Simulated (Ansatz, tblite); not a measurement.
**The cluster Cd2TeF2: rung by rung**

The task here is to estimate one member of a computed series from the others.

Program: Ansatz 0.2.0, Gaussian basis. Level of theory: as each input shows. These are calculated values, not measurements.

The runs, in order: GFN1-xTB, GFN2-xTB, PBE-D4/def2-TZVP, r2SCAN-D4/def2-TZVP, r2SCAN0-D4/def2-TZVP, r2SCANh-D4/def2-TZVP, B3LYP-D4/def2-TZVP, ωB97M-V/def2-TZVP, B97M-V/def2-TZVP, revPBE-D4/def2-TZVP, BHLYP-D4/def2-TZVP, PBE-D4/def2-SVP, PBE0-D4/def2-SVP, PBE0-D4/def2-TZVPD, PBE-D4/def2-TZVPD, r2SCAN-D4/def2-TZVPD, CCSD(T)/def2-SVP, MP2/def2-TZVP, RPA/def2-TZVP.

7 further runs of the same task are left out: 7 set aside as unsound or not needed. Runs told in other sessions of the task aren't counted.

## The structure

The geometry is that of the singlet, from an earlier relaxation (r2SCAN-D4/def2-SVP). At that level it is the lowest of the isomers that a small search found.

5 atoms, charge 0, spin multiplicity 1.

Bond lengths: Cd1–Te3 2.610 Å, Cd1–F5 1.939 Å, Cd2–Te3 2.610 Å, Cd2–F4 1.939 Å. Angles: Te3–Cd1–F5 179.7°, Te3–Cd2–F4 179.7°, Cd1–Te3–Cd2 85.8°.

Cd, Te take a core potential in the def2 sets. No spin-orbit coupling is included.

PBE0-D4/def2-TZVP was run before; its log isn't repeated, and its numbers join the tables.

The first run:

Tight binding, by tblite at 300 K electronic temperature and without a spin-polarisation term:

```python
tblite.interface.Calculator('GFN1-xTB', numbers, positions, charge=0, uhf=0).singlepoint()
```

Tight binding, by tblite at 300 K electronic temperature and without a spin-polarisation term:

```python
tblite.interface.Calculator('GFN2-xTB', numbers, positions, charge=0, uhf=0).singlepoint()
```

start.molden holds the orbitals of an earlier run on this state, given as this run's starting guess.

Input file in.yaml:

```yaml
crystal:
  periodic: [false, false, false]
  atoms:
    - {symbol: Cd, position_ang: [0.614260, -1.553821, 0.629526]}
    - {symbol: Cd, position_ang: [-0.888231, 1.347982, -0.762509]}
    - {symbol: Te, position_ang: [-1.561969, -1.173153, -0.759390]}
    - {symbol: F, position_ang: [-0.396549, 3.224019, -0.765551]}
    - {symbol: F, position_ang: [2.232490, -1.845017, 1.657914]}
basis:
  gaussian: {orbitals: def2-TZVP, initial_orbitals: start.molden}
hamiltonian: {xc: pbe, dispersion: d4}
scf: {omitted_lower_state_checks: [starts]}
output: {orbitals: {seedname: orbitals}}
```

Started as:

```
ansatz run in.yaml --threads 4 --pin off --events-out ev --progress --plain --max-ram 3916MiB
```

Among the steps run: PBE-D4/def2-TZVP; r2SCAN-D4/def2-TZVP; r2SCAN0-D4/def2-TZVP; r2SCANh-D4/def2-TZVP; B3LYP-D4/def2-TZVP; ωB97M-V/def2-TZVP; B97M-V/def2-TZVP; revPBE-D4/def2-TZVP; BHLYP-D4/def2-TZVP; PBE-D4/def2-SVP; PBE0-D4/def2-SVP; PBE0-D4/def2-TZVPD; PBE-D4/def2-TZVPD; r2SCAN-D4/def2-TZVPD; CCSD(T)/def2-SVP; MP2/def2-TZVP; RPA/def2-TZVP.

One of the session's tables, all rows but one given; the rest of the session is left out.

It belongs to the step «Levels side by side». 

```
               level  HOMO (eV)  LUMO (eV)  gap (eV)
     PBE-D4/def2-SVP      -6.05      -3.03      3.02
    PBE-D4/def2-TZVP      -6.24      -3.19      3.05
   PBE-D4/def2-TZVPD      -6.27      -3.23      3.04
 revPBE-D4/def2-TZVP      -6.15      -3.06      3.09
 r2SCAN-D4/def2-TZVP      -6.48      -2.98      3.50
r2SCAN-D4/def2-TZVPD      -6.49      -3.00      3.49
    B97M-V/def2-TZVP      -6.43      -3.06      3.36
r2SCANh-D4/def2-TZVP      -6.85      -2.70      4.15
  B3LYP-D4/def2-TZVP      -7.05      -2.71      4.33
    PBE0-D4/def2-SVP      -7.09      -2.28      4.80
   PBE0-D4/def2-TZVP      -7.24      -2.41      4.83
  PBE0-D4/def2-TZVPD          ?          ?         ?
r2SCAN0-D4/def2-TZVP      -7.40      -2.30      5.11
  BHLYP-D4/def2-TZVP      -8.07      -1.70      6.37
   ωB97M-V/def2-TZVP      -9.22      -0.72      8.50
```

Estimate the missing values for PBE0-D4/def2-TZVPD.

**Answer.** HOMO (eV): -7.25; LUMO (eV): -2.44; gap (eV): 4.81. In the column «HOMO (eV)» it lies between r2SCAN0-D4/def2-TZVP (-7.40) and PBE0-D4/def2-TZVP (-7.24).
